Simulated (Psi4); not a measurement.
# GaSiH3F2 (SMILES [F][Ga]([F])[SiH3]): a chain of runs

We compute a structure relaxation (singlet GaSiH3F2, CAM-B3LYP/def2-SVPD), then a single-point energy (doublet [GaSiH3F2]+, UCAM-B3LYP/def2-SVPD), then a geometry optimisation (doublet [GaSiH3F2]+, UCAM-B3LYP/def2-SVPD), then the energy (doublet [GaSiH3F2]−, UCAM-B3LYP/def2-SVPD), then a structure relaxation (doublet [GaSiH3F2]−, UCAM-B3LYP/def2-SVPD) of F2GaH3Si. 

The calculation is run with Psi4 1.11.

## Step 1: The system as given

GaSiH3F2: 7 atoms, total charge 0, spin state singlet. As SMILES, `[F][Ga]([F])[SiH3]`. Geometry: relaxed at PBE0-D4/def2-TZVP. The run starts from this shape.

Bond lengths: F1–Ga2 1.750 Å, Ga2–F3 1.749 Å, Ga2–Si4 2.387 Å, Si4–H5 1.483 Å, Si4–H6 1.483 Å, Si4–H7 1.484 Å. Angles: F1–Ga2–F3 110.4°, F1–Ga2–Si4 124.5°, F3–Ga2–Si4 125.2°, Ga2–Si4–H5 109.3°, Ga2–Si4–H6 108.8°, Ga2–Si4–H7 107.8°, H5–Si4–H6 110.6°, H5–Si4–H7 110.2°, H6–Si4–H7 110.0°.

## Step 2: A geometry optimisation at CAM-B3LYP/def2-SVPD (density fitting) (run 1)

Contents of input.in:

```
memory 1.6 GB

molecule {
  0 1
  F      0.63816051    -3.24447078     3.85882075
  Ga     1.41691665    -1.64821913     1.06958499
  F      4.35506283    -2.66356897    -0.05536898
  Si    -1.20205479     1.43978233    -0.92010765
  H      0.36131564     3.01241242    -2.63219952
  H     -2.39541684     3.02280591     1.06108122
  H     -3.17379503     0.08144720    -2.38181081
  units bohr
  symmetry c1
}

set reference rks

E, wfn = optimize("cam-b3lyp/def2-SVPD", return_wfn=True)
print_variables()
```

Started as:

```console
psi4 -i input.in -o input.out -n 1
```

input.out:

```text
[...]
  Running in c1 symmetry.
[...]
  Nuclear repulsion =  353.836782347859298
[...]
  Multiplicity = 1
[...]
  Nalpha       = 33
  Nbeta        = 33
[...]
    Number of basis functions: 132
[...]
   @DF-RKS iter   1: -2413.92068343739129   -2.40849e+00   1.90848e-02 DIIS/ADIIS
[...]
   @DF-RKS iter   8: -2415.52660040633009   -8.64020e-12   3.73778e-09 DIIS
[...]
  @DF-RKS Final Energy: -2415.52660040633009
   => Energetics <=
    Nuclear Repulsion Energy =            352.7509017325357945
    One-Electron Energy =               -4068.3024164971820937
    Two-Electron Energy =                1390.9143235840658690
    DFT Exchange-Correlation Energy =     -90.8894092257495316
    Empirical Dispersion Energy =           0.0000000000000000
    VV10 Nonlocal Energy =                  0.0000000000000000
    Total Energy =                      -2415.5266004063305445
[...]
 Multipole Moments:
 ------------------------------------------------------------------------------------
     Multipole            Electronic (a.u.)      Nuclear  (a.u.)        Total (a.u.)
 ------------------------------------------------------------------------------------
 L = 1.  Multiply by 2.5417464519 to convert [e a0] to [Debye]
 Dipole X            :          5.7654835           -6.6833208           -0.9178373
 Dipole Y            :         -6.7331816            7.8425157            1.1093341
 Dipole Z            :          4.3625141           -5.0695160           -0.7070019
 Magnitude           :                                                    1.6040259
[...]
  -Total Gradient:
     Atom            X                  Y                   Z
    ------   -----------------  -----------------  -----------------
       1       -0.000033463057    -0.000015806702     0.000086087089
       2        0.000079695653    -0.000126490602     0.000035987046
       3        0.000059657154    -0.000024062808     0.000014958914
       4        0.000006015035     0.000006758116     0.000027978876
       5        0.000052553907    -0.000069193972     0.000046060766
       6        0.000052148539    -0.000060584195     0.000032011754
       7        0.000064374696    -0.000069332601     0.000045259744
[...]
    Final optimized geometry and variables:
    Molecular point group: c1
    Full point group: C1
    Geometry (in Bohr), charge = 0, multiplicity = 1:
    F           -0.468347152365    -1.958123636890     3.027899176865
    GA           0.297888897577    -0.343113006026     0.223327189525
    F            3.257392402740    -1.367914147108    -0.893894446185
    SI          -2.320504464611     2.743595627724    -1.766217663071
    H           -0.740437615298     4.305130347459    -3.473784313709
    H           -3.502606570599     4.321328195019     0.226205801542
    H           -4.289177187585     1.376561654948    -3.224075622471
  Variable Map:
  ----------------------------------------------------------------------------
  "CURRENT ENERGY"              =>   -2415.526600406330
[...]
```

Standard output:

```text
Optimizer: Optimization complete!
```

Wall time 44 s (1 thread of AMD EPYC 9R45 (Zen 5), shared host); peak memory 1 GiB.

The path in brief:

| step | energy from the first frame kept (eV) | largest force (eV/Å) |
| --- | --- | --- |
| 0 | 0.0000 | 0.3533 |
| 1 | -0.0030 | 0.0587 |
| 2 | -0.0031 | 0.0163 |
| 3 | -0.0026 | 0.0624 |
| 4 | -0.0031 | 0.0079 |

After the run. Bond lengths: F1–Ga2 1.760 Å, Ga2–F3 1.760 Å, Ga2–Si4 2.387 Å, Si4–H5 1.483 Å, Si4–H6 1.483 Å, Si4–H7 1.485 Å. Angles: F1–Ga2–F3 109.8°, F1–Ga2–Si4 124.8°, F3–Ga2–Si4 125.4°, Ga2–Si4–H5 108.8°, Ga2–Si4–H6 108.5°, Ga2–Si4–H7 107.6°, H5–Si4–H6 110.9°, H5–Si4–H7 110.5°, H6–Si4–H7 110.3°.

## Step 3: The doublet cation: the energy at UCAM-B3LYP/def2-SVPD (density fitting) (run 2)

Contents of job.dat:

```
memory 1600 mb

molecule molecule1 {
  1 2
  F
  Ga 1 1.759942
  F 2 1.759629 1 109.79907
  Si 2 2.386703 3 125.40894 1 -179.48492
  H 4 1.482715 2 108.83586 3 -20.62088
  H 4 1.483241 5 110.93627 2 119.2463
  H 4 1.48451 5 110.5248 6 122.73749
  units angstrom
  symmetry c1
}

set {
  basis def2-SVPD
  reference uks
}

result, w = energy("cam-b3lyp", return_wfn=True)
print_variables()
```

Started as:

```console
psi4 -n 1 job.dat job.out
```

job.out:

```text
[...]
  Running in c1 symmetry.
[...]
  Nuclear repulsion =  352.750887671456553
[...]
  Multiplicity = 2
[...]
  Nalpha       = 33
  Nbeta        = 32
[...]
    Number of basis functions: 132
[...]
   @DF-UKS iter   1: -2413.36041923212542   -1.87443e+00   1.91482e-02 ADIIS/DIIS
[...]
   @DF-UKS iter  15: -2415.10138846832069   -7.57145e-08   5.78830e-07 DIIS
[...]
   @S^2 Observed:                7.580674026E-01
[...]
    Orbital Energies [Eh]
    ---------------------
    Alpha Occupied:
       1A   -372.911167     2A    -66.479069     3A    -46.285052
       4A    -41.053688     5A    -41.051188     6A    -41.049687
       7A    -24.974859     8A    -24.974830     9A     -5.888948
      10A     -5.648247    11A     -4.179790    12A     -4.175274
      13A     -4.170268    14A     -4.016645    15A     -4.007167
      16A     -4.007027    17A     -1.436422    18A     -1.432230
      19A     -1.230118    20A     -1.228959    21A     -1.225243
      22A     -1.219919    23A     -1.213654    24A     -0.903047
      25A     -0.793769    26A     -0.736844    27A     -0.710863
      28A     -0.702070    29A     -0.684140    30A     -0.678998
      31A     -0.671968    32A     -0.669854    33A     -0.654912
[...]
  @DF-UKS Final Energy: -2415.10138846832069
   => Energetics <=
    Nuclear Repulsion Energy =            352.7508876714565531
    One-Electron Energy =               -4051.8726069613994696
    Two-Electron Energy =                1374.6913738232906326
    DFT Exchange-Correlation Energy =     -90.6710430016680959
    Empirical Dispersion Energy =           0.0000000000000000
    VV10 Nonlocal Energy =                  0.0000000000000000
    Total Energy =                      -2415.1013884683206925
[...]
 Multipole Moments:
 ------------------------------------------------------------------------------------
     Multipole            Electronic (a.u.)      Nuclear  (a.u.)        Total (a.u.)
 ------------------------------------------------------------------------------------
 L = 1.  Multiply by 2.5417464519 to convert [e a0] to [Debye]
 Dipole X            :         -0.0932708            0.1055633            0.0122925
 Dipole Y            :         -6.9149075            9.4362469            2.5213394
 Dipole Z            :         -4.7825180            6.5435405            1.7610225
 Magnitude           :                                                    3.0754680
[...]
```

Run time: 17 s. Hardware: 1 thread of AMD EPYC 9R45 (Zen 5), shared host; peak memory 0.93 GiB.

## Step 4: The doublet cation: a geometry optimisation at UCAM-B3LYP/def2-SVPD (density fitting) (run 3)

Contents of f2gah3si.dat:

```
memory 1600 MB

molecule m {
  1 2
  F      0.341667    -1.724520     2.048341
  Ga     0.747142    -0.869893     0.564225
  F      2.313244    -1.412194    -0.026983
  Si    -0.638452     0.763523    -0.488597
  H      0.197683     1.589852    -1.392202
  H     -1.263994     1.598423     0.565748
  H     -1.680229     0.040120    -1.260062
  symmetry c1
}

set {
  reference    uks
  geom_maxiter 50
}

e, wfn = optimize('cam-b3lyp/def2-SVPD', return_wfn=True)
```

Started as:

```console
psi4 -n 1 f2gah3si.dat f2gah3si.out
```

f2gah3si.out, cut to the lines that bear on the results:

```text
[...]
  Running in c1 symmetry.
[...]
  Nuclear repulsion =  352.750866647014561
[...]
  Multiplicity = 2
[...]
  Nalpha       = 33
  Nbeta        = 32
[...]
    Number of basis functions: 132
[...]
   @DF-UKS iter   1: -2413.36041925532436   -1.87442e+00   1.91482e-02 ADIIS/DIIS
[...]
   @DF-UKS iter   8: -2415.13708574740895    9.09495e-13   7.52754e-09 DIIS
[...]
   @S^2 Observed:                7.537252089E-01
[...]
  @DF-UKS Final Energy: -2415.13708574740895
   => Energetics <=
    Nuclear Repulsion Energy =            341.4166003871785620
    One-Electron Energy =               -4030.1321313297912639
    Two-Electron Energy =                1364.2625031756308545
    DFT Exchange-Correlation Energy =     -90.6840579804271698
    Empirical Dispersion Energy =           0.0000000000000000
    VV10 Nonlocal Energy =                  0.0000000000000000
    Total Energy =                      -2415.1370857474089462
[...]
 Multipole Moments:
 ------------------------------------------------------------------------------------
     Multipole            Electronic (a.u.)      Nuclear  (a.u.)        Total (a.u.)
 ------------------------------------------------------------------------------------
 L = 1.  Multiply by 2.5417464519 to convert [e a0] to [Debye]
 Dipole X            :          5.5053689           -7.0920316           -1.5866626
 Dipole Y            :         -6.3106892            8.2221489            1.9114597
 Dipole Z            :          3.9673086           -5.1787489           -1.2114403
 Magnitude           :                                                    2.7638314
[...]
  -Total Gradient:
     Atom            X                  Y                   Z
    ------   -----------------  -----------------  -----------------
       1       -0.000194898677     0.000041248143     0.000059819819
       2       -0.000180276769    -0.000008973502     0.000143147347
       3       -0.000116907754    -0.000048051971     0.000185223179
       4       -0.000048906840    -0.000000496658     0.000007575543
       5       -0.000018785326     0.000002107552     0.000055266765
       6       -0.000076658500     0.000061848760    -0.000005106374
       7       -0.000041035922     0.000026093869    -0.000004419660
[...]
    Final optimized geometry and variables:
    Molecular point group: c1
    Full point group: C1
    Geometry (in Angstrom), charge = 1, multiplicity = 2:
[...]
```

Standard output:

```text
Optimizer: Optimization complete!
```

It took 4.9 min on 1 thread of AMD EPYC 9R45 (Zen 5), shared host; peak memory 1.1 GiB.

Steps, from the record of the run:

| step | energy from the first frame kept (eV) | largest force (eV/Å) |
| --- | --- | --- |
| 0 | 0.0000 | 3.8820 |
| 1 | -0.5740 | 2.1245 |
| 2 | -0.8584 | 0.7453 |
| 3 | -0.9247 | 0.5720 |
| 4 | -0.9658 | 0.1392 |
| 5 | -0.9485 | 0.2834 |
| 6 | -0.9695 | 0.0958 |
| 7 | -0.9704 | 0.0608 |
| 8 | -0.9711 | 0.0301 |
| 9 | -0.9712 | 0.0257 |
| 10 | -0.9713 | 0.0217 |
| 11 | -0.9714 | 0.0354 |
| 12 | -0.9655 | 0.1404 |
| 13 | -0.9716 | 0.0237 |
| 14 | -0.9689 | 0.0379 |
| 15 | -0.9716 | 0.0186 |
| 16 | -0.9712 | 0.0149 |
| 17 | -0.9714 | 0.0138 |
| 18 | -0.9714 | 0.0127 |
| 19 | -0.9714 | 0.0118 |

After the run. Bond lengths: F1–Ga2 1.716 Å, Ga2–F3 1.714 Å, Ga2–Si4 2.785 Å, Si4–H5 1.476 Å, Si4–H6 1.476 Å, Si4–H7 1.478 Å. Angles: F1–Ga2–F3 140.9°, F1–Ga2–Si4 106.1°, F3–Ga2–Si4 113.0°, Ga2–Si4–H5 97.3°, Ga2–Si4–H6 96.6°, Ga2–Si4–H7 93.4°, H5–Si4–H6 119.4°, H5–Si4–H7 118.8°, H6–Si4–H7 118.7°.

## Step 5: The doublet anion: the energy at UCAM-B3LYP/def2-SVPD (density fitting) (run 4)

Contents of job.inp:

```
memory 1600 mb

molecule geom {
  -1 2
  F      0.341667    -1.724520     2.048341
  Ga     0.747142    -0.869893     0.564225
  F      2.313244    -1.412194    -0.026983
  Si    -0.638452     0.763523    -0.488597
  H      0.197683     1.589852    -1.392202
  H     -1.263994     1.598423     0.565748
  H     -1.680229     0.040120    -1.260062
  symmetry c1
}

set {
  basis def2-SVPD
  reference uks
}

result, w = energy("cam-b3lyp", return_wfn=True)
print_variables()
```

Started as:

```console
psi4 job.inp job.out -n 1
```

job.out:

```text
[...]
  Running in c1 symmetry.
[...]
  Nuclear repulsion =  352.750866647014561
[...]
  Multiplicity = 2
[...]
  Nalpha       = 34
  Nbeta        = 33
[...]
    Number of basis functions: 132
[...]
   @DF-UKS iter   1: -2413.64716939112668   -2.16118e+00   1.96190e-02 ADIIS/DIIS
[...]
   @DF-UKS iter  14: -2415.52989709710619   -8.25286e-07   4.81797e-07 DIIS
[...]
   @S^2 Observed:                7.552435182E-01
[...]
    Orbital Energies [Eh]
    ---------------------
    Alpha Occupied:
       1A   -372.397120     2A    -66.039366     3A    -45.772785
       4A    -40.541172     5A    -40.538232     6A    -40.538195
       7A    -24.535313     8A    -24.533816     9A     -5.376765
      10A     -5.204771    11A     -3.665753    12A     -3.662712
      13A     -3.661363    14A     -3.567304    15A     -3.566924
      16A     -3.566636    17A     -1.005006    18A     -0.999543
      19A     -0.716681    20A     -0.716086    21A     -0.715450
      22A     -0.714265    23A     -0.710361    24A     -0.462372
      25A     -0.361701    26A     -0.302380    27A     -0.287174
      28A     -0.284477    29A     -0.270045    30A     -0.267251
      31A     -0.265359    32A     -0.259613    33A     -0.183929
      34A      0.026771
[...]
  @DF-UKS Final Energy: -2415.52989709710619
   => Energetics <=
    Nuclear Repulsion Energy =            352.7508666470145613
    One-Electron Energy =               -4082.4846512512476693
    Two-Electron Energy =                1405.2246609523360803
    DFT Exchange-Correlation Energy =     -91.0207734452090591
    Empirical Dispersion Energy =           0.0000000000000000
    VV10 Nonlocal Energy =                  0.0000000000000000
    Total Energy =                      -2415.5298970971066410
[...]
 Multipole Moments:
 ------------------------------------------------------------------------------------
     Multipole            Electronic (a.u.)      Nuclear  (a.u.)        Total (a.u.)
 ------------------------------------------------------------------------------------
 L = 1.  Multiply by 2.5417464519 to convert [e a0] to [Debye]
 Dipole X            :          6.2909556           -6.6833215           -0.3923659
 Dipole Y            :         -7.6566781            7.8425168            0.1858387
 Dipole Z            :          4.7787456           -5.0695165           -0.2907708
 Magnitude           :                                                    0.5225272
[...]
```

It took 16 s on 1 thread of AMD EPYC 9R45 (Zen 5), shared host; peak memory 0.93 GiB.

## Step 6: The doublet anion: a structure relaxation at UCAM-B3LYP/def2-SVPD (density fitting) (run 5)

Contents of calc.dat:

```
memory 1.6 GB

molecule {
  -1 2
  F      0.341667    -1.724520     2.048341
  Ga     0.747142    -0.869893     0.564225
  F      2.313244    -1.412194    -0.026983
  Si    -0.638452     0.763523    -0.488597
  H      0.197683     1.589852    -1.392202
  H     -1.263994     1.598423     0.565748
  H     -1.680229     0.040120    -1.260062
  symmetry c1
}

set reference uks
set geom_maxiter 50

e_tot, wfn = opt("cam-b3lyp/def2-SVPD", return_wfn=True)
```

Started as:

```console
psi4 -n 1 calc.dat calc.out
```

calc.out, cut to the lines that bear on the results:

```text
[...]
  Running in c1 symmetry.
[...]
  Nuclear repulsion =  352.750866647014561
[...]
  Multiplicity = 2
[...]
  Nalpha       = 34
  Nbeta        = 33
[...]
    Number of basis functions: 132
[...]
   @DF-UKS iter   1: -2413.64716939112668   -2.16118e+00   1.96190e-02 ADIIS/DIIS
[...]
   @DF-UKS iter   8: -2415.57382368813478   -1.50067e-11   9.40624e-09 DIIS
[...]
   @S^2 Observed:                7.543059324E-01
[...]
  @DF-UKS Final Energy: -2415.57382368813478
   => Energetics <=
    Nuclear Repulsion Energy =            341.8976747138522114
    One-Electron Energy =               -4060.9531534469124381
    Two-Electron Energy =                1394.4706219514162058
    DFT Exchange-Correlation Energy =     -90.9889669064906172
    Empirical Dispersion Energy =           0.0000000000000000
    VV10 Nonlocal Energy =                  0.0000000000000000
    Total Energy =                      -2415.5738236881343255
[...]
 Multipole Moments:
 ------------------------------------------------------------------------------------
     Multipole            Electronic (a.u.)      Nuclear  (a.u.)        Total (a.u.)
 ------------------------------------------------------------------------------------
 L = 1.  Multiply by 2.5417464519 to convert [e a0] to [Debye]
 Dipole X            :          8.0610679           -8.0661459           -0.0050780
 Dipole Y            :         -5.9497995            6.6006630            0.6508635
 Dipole Z            :          6.3612697           -6.3283873            0.0328824
 Magnitude           :                                                    0.6517134
[...]
  -Total Gradient:
     Atom            X                  Y                   Z
    ------   -----------------  -----------------  -----------------
       1        0.000091874726     0.000102408274     0.000070987787
       2        0.000078506757     0.000033051603     0.000074495471
       3        0.000111193012     0.000052246892     0.000062872532
       4        0.000070474572    -0.000040158684     0.000140590331
       5       -0.000019986100     0.000017393074    -0.000001433372
       6        0.000003375561     0.000016875927    -0.000034008166
       7        0.000012420261    -0.000078491628    -0.000022495649
[...]
    Final optimized geometry and variables:
    Molecular point group: c1
    Full point group: C1
    Geometry (in Angstrom), charge = -1, multiplicity = 2:
[...]
```

On the terminal:

```text
Optimizer: Optimization complete!
```

It took 3.7 min on 1 thread of AMD EPYC 9R45 (Zen 5), shared host; peak memory 1.1 GiB.

Step by step:

| step | energy from the first frame kept (eV) | largest force (eV/Å) |
| --- | --- | --- |
| 0 | 0.0000 | 2.4275 |
| 1 | -0.4137 | 2.1293 |
| 2 | -0.7139 | 2.8450 |
| 3 | -0.8396 | 1.9442 |
| 4 | -0.9827 | 1.6953 |
| 5 | -1.1589 | 0.7919 |
| 6 | -1.1885 | 0.2343 |
| 7 | -1.1936 | 0.0891 |
| 8 | -1.1945 | 0.0749 |
| 9 | -1.1951 | 0.0304 |
| 10 | -1.1952 | 0.0128 |
| 11 | -1.1952 | 0.0129 |
| 12 | -1.1953 | 0.0093 |
| 13 | -1.1953 | 0.0083 |

After the run. Bond lengths: F1–Ga2 1.844 Å, Ga2–F3 1.844 Å, Ga2–Si4 2.484 Å, Si4–H5 1.504 Å, Si4–H6 1.504 Å, Si4–H7 1.507 Å. Angles: F1–Ga2–F3 104.0°, F1–Ga2–Si4 107.6°, F3–Ga2–Si4 107.7°, Ga2–Si4–H5 112.1°, Ga2–Si4–H6 112.1°, Ga2–Si4–H7 119.2°, H5–Si4–H6 103.7°, H5–Si4–H7 104.1°, H6–Si4–H7 104.2°.

## Step 7: Results

```
                                                               quantity           value
                    run 1, CAM-B3LYP/def2-SVPD: total energy at the end  -2415.52660 Eh
                              run 1, CAM-B3LYP/def2-SVPD: dipole moment          4.08 D
                                run 1, CAM-B3LYP/def2-SVPD: HOMO energy       -10.55 eV
                                run 1, CAM-B3LYP/def2-SVPD: LUMO energy        -0.90 eV
                              run 1, CAM-B3LYP/def2-SVPD: HOMO–LUMO gap         9.65 eV
                                    doublet cation, run 2: total energy  -2415.10139 Eh
              doublet cation, run 2: HOMO energy (highest over α and β)       -17.82 eV
               doublet cation, run 2: LUMO energy (lowest over α and β)       -12.60 eV
                                            doublet cation, run 2: ⟨S²⟩           0.758
                         doublet cation, run 3: total energy at the end  -2415.13709 Eh
              doublet cation, run 3: HOMO energy (highest over α and β)       -15.65 eV
               doublet cation, run 3: LUMO energy (lowest over α and β)       -10.34 eV
                                            doublet cation, run 3: ⟨S²⟩           0.754
                                     doublet anion, run 4: total energy  -2415.52990 Eh
               doublet anion, run 4: HOMO energy (highest over α and β)         0.73 eV
                doublet anion, run 4: LUMO energy (lowest over α and β)         3.90 eV
                                             doublet anion, run 4: ⟨S²⟩           0.755
                          doublet anion, run 5: total energy at the end  -2415.57382 Eh
               doublet anion, run 5: HOMO energy (highest over α and β)        -1.54 eV
                doublet anion, run 5: LUMO energy (lowest over α and β)         3.03 eV
                                             doublet anion, run 5: ⟨S²⟩           0.754
 adiabatic electron affinity (to the doublet anion, no zero-point term)        1.285 eV
adiabatic ionisation energy (to the doublet cation, no zero-point term)       10.599 eV
```

**Reading.** The adiabatic electron affinity (to the doublet anion, no zero-point term) is 1.29 eV (30 kcal/mol). The adiabatic ionisation energy (to the doublet cation, no zero-point term) is 10.60 eV (1023 kJ/mol). The optimisation (run 1, CAM-B3LYP/def2-SVPD) took 5 steps and changed the energy by -0.003 eV. The optimisation (doublet cation, run 3) took 20 steps and changed the energy by -0.971 eV. The HOMO (doublet anion, run 4) lies at positive energy, 0.73 eV; only total energies tell whether the electron is bound. The optimisation (doublet anion, run 5) took 14 steps and changed the energy by -1.195 eV.
